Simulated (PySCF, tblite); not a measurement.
**CH₁₂BClN₂Si₂: a rotation path, then NMR shifts on frames**

How do NMR shifts of CH₁₂BClN₂Si₂ (`C[SiH2]N([SiH3])[B@H-]([NH3+])Cl`) change as the atoms move?

The runs use tblite 0.8.0 and PySCF 2.14.0, with density-fitted response routines of our own; the level of theory stands in each step. All values are computed, except where a source is named. Atoms are numbered from 0 throughout.

## 1. The molecule as given

19 atoms, charge 0, multiplicity 1; geometry from: GFN2-xTB.

Bonds of the start (Å): C0–Si1 1.89, Si1–N2 1.73, N2–Si3 1.74, N2–B4 1.48, B4–N5 1.68, B4–Cl6 1.82, C0–H7 1.08, C0–H8 1.08, C0–H9 1.08, Si1–H10 1.48, Si1–H11 1.47, Si3–H12 1.46, Si3–H13 1.48, Si3–H14 1.46, B4–H15 1.18, N5–H16 1.02, N5–H17 1.02, N5–H18 1.02.

## 2. The rotation path with GFN2-xTB

What the job is given:

```
{"job": {"kind": "neb", "xc": "GFN2-xTB", "basis": "xTB", "atoms": [0, 1, 2, 4], "turn": 120}, "charge": 0, "multiplicity": 1}
C      2.614376    -0.991242    -0.021171
Si     1.002476    -0.819016     0.950222
N     -0.106103     0.293801     0.218050
Si     0.333328     1.575940    -0.879880
B     -1.490449     0.294276     0.742493
N     -2.440455    -0.412149    -0.453288
Cl    -2.224622     1.962089     0.816499
H      3.190393    -0.072426    -0.010070
H      2.447149    -1.266852    -1.056949
H      3.223167    -1.766283     0.432091
H      0.320675    -2.132680     0.956132
H      1.315095    -0.433835     2.335043
H      0.588635     2.843187    -0.201192
H     -0.765696     1.720296    -1.855986
H      1.508598     1.122332    -1.619443
H     -1.681521    -0.315895     1.736729
H     -2.252141     0.126186    -1.297521
H     -2.167249    -1.381188    -0.588551
H     -3.425460    -0.337290    -0.210668
```

Method: GFN2-xTB climbing-image nudged elastic band, gas phase.

Command:

```bash
OMP_NUM_THREADS=1 python probes_run.py task.json out
```

This one command runs all jobs of the session in turn.

What it wrote:

```text
image   E - E0 / eV
  0       0.0000
  1       0.0045
  2       0.0102
  3       0.0162
  4       0.0196
  5       0.0196
  6       0.0172
  7       0.0146
  8       0.0071
```

It took 18 s on 1 thread of Intel Xeon at 2.50GHz, shared host; peak memory 0.19 GiB.

The final band, with the dihedral C0–Si1–N2–B4:

```
image  dihedral (°)  energy (eV)  energy (kcal/mol)
    0           168        0.000                0.0
    1           177        0.004                0.1
    2           186        0.010                0.2
    3           194        0.016                0.4
    4           203        0.020                0.5
    5           211        0.020                0.5
    6           220        0.017                0.4
    7           230        0.015                0.3
    8           238        0.007                0.2
```

## 3. Nuclear shieldings: image 0, PBE0/pcSseg-1

What the job is given:

```
{"job": {"kind": "nmr", "xc": "PBE0", "basis": "pcSseg-1", "pop": false}, "charge": 0, "multiplicity": 1}
C      2.614400    -0.991200    -0.021200
Si     1.002500    -0.819000     0.950200
N     -0.106100     0.293800     0.218000
Si     0.333300     1.575900    -0.879900
B     -1.490400     0.294300     0.742500
N     -2.440500    -0.412100    -0.453300
Cl    -2.224600     1.962100     0.816500
H      3.190400    -0.072400    -0.010100
H      2.447100    -1.266900    -1.056900
H      3.223200    -1.766300     0.432100
H      0.320700    -2.132700     0.956100
H      1.315100    -0.433800     2.335000
H      0.588600     2.843200    -0.201200
H     -0.765700     1.720300    -1.856000
H      1.508600     1.122300    -1.619400
H     -1.681500    -0.315900     1.736700
H     -2.252100     0.126200    -1.297500
H     -2.167200    -1.381200    -0.588600
H     -3.425500    -0.337300    -0.210700
```

Method: GIAO PBE0/pcSseg-1 NMR shielding, non-relativistic, gas phase.

What it wrote:

```text
coarse grid: 16608 points
cycle   1  E = -1218.2100678134  dE =  4.552e-01  |g| = 5.932e-01  |ddm| = 3.776e+00
cycle   2  E = -1218.1530455493  dE =  5.702e-02  |g| = 7.891e-01  |ddm| = 1.450e+00
cycle   3  E = -1218.2934702329  dE = -1.404e-01  |g| = 1.259e-01  |ddm| = 9.008e-01
cycle   4  E = -1218.2968419672  dE = -3.372e-03  |g| = 3.566e-02  |ddm| = 1.611e-01
cycle   5  E = -1218.2971233343  dE = -2.814e-04  |g| = 7.610e-03  |ddm| = 3.664e-02
cycle   6  E = -1218.2971374876  dE = -1.415e-05  |g| = 2.398e-03  |ddm| = 1.087e-02
cycle   7  E = -1218.2971387997  dE = -1.312e-06  |g| = 2.481e-04  |ddm| = 2.700e-03
final grid: 144464 points
cycle   8  E = -1218.3278293945  dE = -4.883e-05  |g| = 8.480e-03  |ddm| = 4.074e-02
cycle   9  E = -1218.3278180991  dE =  1.130e-05  |g| = 1.100e-02  |ddm| = 1.754e-02
cycle  10  E = -1218.3278449830  dE = -2.688e-05  |g| = 1.366e-03  |ddm| = 1.040e-02
cycle  11  E = -1218.3278453322  dE = -3.491e-07  |g| = 4.111e-04  |ddm| = 1.567e-03
cycle  12  E = -1218.3278453689  dE = -3.670e-08  |g| = 7.719e-05  |ddm| = 3.639e-04
cycle  13  E = -1218.3278453700  dE = -1.171e-09  |g| = 2.549e-05  |ddm| = 1.036e-04
cycle  14  E = -1218.3278453702  dE = -1.419e-10  |g| = 5.856e-06  |ddm| = 2.488e-05
converged SCF energy = -1218.3278453702

GIAO shielding tensors (ppm)
atom      isotropic    diamagn.    paramagn.     s11        s22        s33       span
  0 C      188.656     254.483     -65.827    182.427    187.368    196.172     13.745
  1 Si     380.623     881.210    -500.586    329.581    376.362    435.927    106.346
  2 N      244.529     331.092     -86.563    208.711    244.053    280.823     72.112
  3 Si     418.992     881.353    -462.361    381.367    407.929    467.680     86.313
  4 B      104.997     186.814     -81.817     92.761    106.409    115.823     23.063
  5 N      201.942     319.299    -117.357    172.836    209.535    223.454     50.618
  6 Cl     908.802    1149.437    -240.635    835.790    924.675    965.940    130.150
  7 H       31.188      31.317      -0.129     26.790     29.621     37.151     10.361
  8 H       31.414      32.553      -1.139     27.120     29.746     37.376     10.256
  9 H       31.755      28.705       3.051     27.450     28.030     39.787     12.337
 10 H       26.906      31.004      -4.098     22.535     26.415     31.767      9.232
 11 H       26.723      29.896      -3.173     22.587     25.386     32.197      9.610
 12 H       26.914      29.979      -3.065     22.926     24.885     32.931     10.006
 13 H       26.888      30.917      -4.029     23.045     26.043     31.576      8.531
 14 H       27.351      32.155      -4.805     22.883     27.890     31.280      8.397
 15 H       27.922      29.867      -1.945     25.039     27.938     30.789      5.750
 16 H       28.054      31.679      -3.625     22.925     27.302     33.937     11.012
 17 H       29.017      31.467      -2.450     22.793     25.759     38.499     15.706
 18 H       29.092      28.717       0.376     22.644     26.044     38.590     15.945
```

Run time: 1.9 min. Hardware: 1 thread of Intel Xeon at 2.50GHz, shared host; peak memory 0.84 GiB.

The references, computed at this level on geometries of the same kind, shield at (ppm): ¹H TMS 31.72, ¹³C TMS 186.9, ²⁹Si TMS 349.2, ¹⁵N NH3 267.7, ¹¹B BF3·OEt2 100.1, ³⁵Cl HCl 950. Their shielding less the atom's gives the shift. The references are single molecules in the gas phase, so shifts against H2O, NH3, PH3, H3PO4 or CFCl3 are not on the usual liquid scales and can be off by tens of ppm. Each atom is listed at this fixed geometry, with no averaging over motion; a spectrum would average atoms that exchange fast.

```
atoms                                     environment  σ (ppm)  δ (ppm)
   C0                      methyl carbon bonded to Si    188.7     -1.7
  H11            hydrogen on a silicon bonded to C, N    26.72     4.99
  H13               hydrogen on a silicon bonded to N    26.89     4.83
  H10            hydrogen on a silicon bonded to C, N    26.91     4.81
  H12               hydrogen on a silicon bonded to N    26.91     4.80
  H14               hydrogen on a silicon bonded to N    27.35     4.37
  H15           hydrogen on a boron bonded to Cl, 2 N    27.92     3.80
  H16  hydrogen on a donor nitrogen of a Lewis adduct    28.05     3.66
  H17  hydrogen on a donor nitrogen of a Lewis adduct    29.02     2.70
  H18  hydrogen on a donor nitrogen of a Lewis adduct    29.09     2.62
   H7        hydrogen on a methyl carbon bonded to Si    31.19     0.53
   H8        hydrogen on a methyl carbon bonded to Si    31.41     0.30
   H9        hydrogen on a methyl carbon bonded to Si    31.76    -0.04
  Si1                     silicon bonded to C, N, 2 H    380.6    -31.5
  Si3                        silicon bonded to N, 3 H    419.0    -69.8
   N5                donor nitrogen of a Lewis adduct    201.9     65.8
   N2                      nitrogen bonded to B, 2 Si    244.5     23.2
   B4                      boron bonded to Cl, 2 N, H    105.0     -4.9
  Cl6                            chlorine bonded to B      909       41
```

Orbitals, density, ELF and potential are computed afterwards from the orbital file.

Frontier orbitals at PBE0/pcSseg-1, with the share of their density that lies nearest to each atom:

```
orbital  energy (eV)                                     lies on
   HOMO        -6.90                   N2 55 %; H11 8 %; Cl6 7 %
   LUMO         0.11  H17 23 %; H16, H18 about 18 % each; N5 8 %
```

ELF in a plane through or near 6 of the atoms.

Ten even steps from '0' (0.00) to '9' (1.00):
```
0000000000000000000000000000
0000000000000000000000000000
0000000000000000000000000000
0000000000221001342000000000
0000000017997327999300000000
0000000009999539999300000000
0000000006999217998000000000
0000025300497114740000000000
0000147641001564101200000000
0000135555313786127720000000
0000466117624775167666500000
0002999757612331173399970000
0002999732477300056589960000
0000586101899930011025300000
0000000002999970000000000000
0000000002999950000000000000
0000000000276400000000000000
0000000000000000000000000000
0000000000000000000000000000
0000000000000000000000000000
```
The map spans 12.3 Å across and 10.4 Å up, centred on the molecule. Atoms in the plane (x, y in Å): C0 (-2.8, -0.2), N5 (2.3, -0.7), H9 (-3.6, -1.0), H13 (1.2, 2.2), H14 (-1.1, 2.1), H18 (3.3, -0.9).

On the surface of density 0.002 e/bohr³ the electrostatic potential runs, from the 1st to the 99th percentile, from -1.28 V near Cl6 to 2.56 V near H17.

## 4. NMR shieldings: image 2, PBE0/pcSseg-1

What the job is given:

```
{"job": {"kind": "nmr", "xc": "PBE0", "basis": "pcSseg-1", "pop": false}, "charge": 0, "multiplicity": 1}
C      2.711700    -0.841600     0.113300
Si     0.965800    -0.936000     0.826500
N     -0.103900     0.253600     0.160800
Si     0.333900     1.462900    -1.017000
B     -1.451300     0.333500     0.762400
N     -2.528800    -0.357200    -0.340700
Cl    -2.098900     2.035900     0.828100
H      3.206700     0.089200     0.370900
H      2.723100    -0.938700    -0.966100
H      3.301700    -1.656900     0.516700
H      0.372600    -2.255800     0.502200
H      1.040100    -0.802000     2.287800
H      0.694700     2.731900    -0.391600
H     -0.816900     1.629000    -1.928000
H      1.438400     0.919600    -1.806300
H     -1.608900    -0.245300     1.780900
H     -2.384100     0.151800    -1.210800
H     -2.320600    -1.342100    -0.476700
H     -3.485000    -0.222400    -0.019500
```

With the program's defaults for keys left out, this is: GIAO PBE0/pcSseg-1 NMR shielding, non-relativistic, gas phase.

What it wrote:

```text
coarse grid: 16608 points
cycle   1  E = -1218.2094084935  dE =  4.547e-01  |g| = 5.945e-01  |ddm| = 3.776e+00
cycle   2  E = -1218.1516766051  dE =  5.773e-02  |g| = 7.918e-01  |ddm| = 1.457e+00
cycle   3  E = -1218.2932885453  dE = -1.416e-01  |g| = 1.246e-01  |ddm| = 9.033e-01
cycle   4  E = -1218.2965723279  dE = -3.284e-03  |g| = 3.597e-02  |ddm| = 1.584e-01
cycle   5  E = -1218.2968596946  dE = -2.874e-04  |g| = 7.518e-03  |ddm| = 3.674e-02
cycle   6  E = -1218.2968733451  dE = -1.365e-05  |g| = 2.396e-03  |ddm| = 1.056e-02
cycle   7  E = -1218.2968746547  dE = -1.310e-06  |g| = 2.509e-04  |ddm| = 2.703e-03
final grid: 144464 points
cycle   8  E = -1218.3276075081  dE = -4.920e-05  |g| = 8.435e-03  |ddm| = 3.841e-02
cycle   9  E = -1218.3275965144  dE =  1.099e-05  |g| = 1.091e-02  |ddm| = 1.750e-02
cycle  10  E = -1218.3276230154  dE = -2.650e-05  |g| = 1.351e-03  |ddm| = 1.029e-02
cycle  11  E = -1218.3276233558  dE = -3.404e-07  |g| = 4.101e-04  |ddm| = 1.538e-03
cycle  12  E = -1218.3276233924  dE = -3.655e-08  |g| = 7.666e-05  |ddm| = 3.577e-04
cycle  13  E = -1218.3276233935  dE = -1.132e-09  |g| = 2.605e-05  |ddm| = 1.004e-04
cycle  14  E = -1218.3276233937  dE = -1.462e-10  |g| = 5.753e-06  |ddm| = 2.515e-05
converged SCF energy = -1218.3276233937

GIAO shielding tensors (ppm)
atom      isotropic    diamagn.    paramagn.     s11        s22        s33       span
  0 C      189.799     254.583     -64.784    183.973    187.688    197.736     13.763
  1 Si     380.031     881.342    -501.311    327.768    375.075    437.250    109.483
  2 N      245.987     331.358     -85.371    210.358    246.992    280.612     70.254
  3 Si     418.437     881.391    -462.955    383.284    406.793    465.233     81.949
  4 B      104.526     186.951     -82.425     92.155    105.380    116.044     23.890
  5 N      202.756     319.354    -116.597    176.261    207.566    224.442     48.181
  6 Cl     906.219    1149.631    -243.412    828.922    924.122    965.613    136.691
  7 H       31.305      31.088       0.216     27.102     29.363     37.450     10.348
  8 H       31.153      32.412      -1.259     26.423     29.856     37.180     10.758
  9 H       31.774      28.662       3.113     27.390     28.011     39.921     12.531
 10 H       26.822      31.092      -4.270     22.259     26.057     32.151      9.892
 11 H       26.741      30.211      -3.470     22.758     25.660     31.805      9.047
 12 H       26.905      30.145      -3.240     23.020     24.815     32.879      9.859
 13 H       26.888      30.900      -4.012     23.009     26.098     31.559      8.550
 14 H       27.288      32.143      -4.855     22.924     27.684     31.255      8.331
 15 H       27.893      30.013      -2.120     25.147     27.850     30.682      5.535
 16 H       28.115      31.542      -3.427     22.969     27.291     34.085     11.117
 17 H       28.980      31.290      -2.309     22.629     25.650     38.662     16.033
 18 H       29.070      28.658       0.411     22.702     26.117     38.390     15.688
```

Run time: 83 s. Hardware: 1 thread of Intel Xeon at 2.50GHz, shared host; peak memory 0.97 GiB.

Key values: δ C0 -2.9, Si1 -30.9, Si3 -69.3, N5 65.0, H11 4.98, H10 4.89 ppm.

(Part 1 of 2 ends here.)
